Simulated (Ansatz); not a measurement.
Cd2S:

```
Cd S
1.0
     3.96267    0.00000    0.00000
    -1.98134    3.43177    0.00000
     0.00000    0.00000    5.80919
Cd S
2 1
Direct
  0.33333 0.66667 0.93272
  0.66667 0.33333 0.57873
  0.33333 0.66667 0.36571
```

The cell comes from a database or a generator and needn't be the stable form of this composition.

Base run:

* Program: Ansatz 0.2.0
* Functional: r2SCAN
* Potentials or basis: Ansatz PAW
* Cutoff: 500 eV
* Density cutoff: 2000 eV
* k mesh: 8 × 8 × 5
* Occupations: fermi-dirac, width 0.05 eV
* Spin: no spin polarisation

Its results: pressure -1.7 GPa; largest force 0.034 eV/Å.

Question: The run is repeated on the same cell with these changes: functional from r2SCAN to PBEsol; cutoff from 500 eV to 420 eV; density cutoff from 2000 eV to 1680 eV. What comes out?

Answer: Pressure -3.0 GPa; largest force 0.145 eV/Å.

Caveats: the PAW data sets come from PBE, with cores solved anew for the run's functional, which leaves a small shift of forces and pressure.

Not every run made on this cell is shown here.
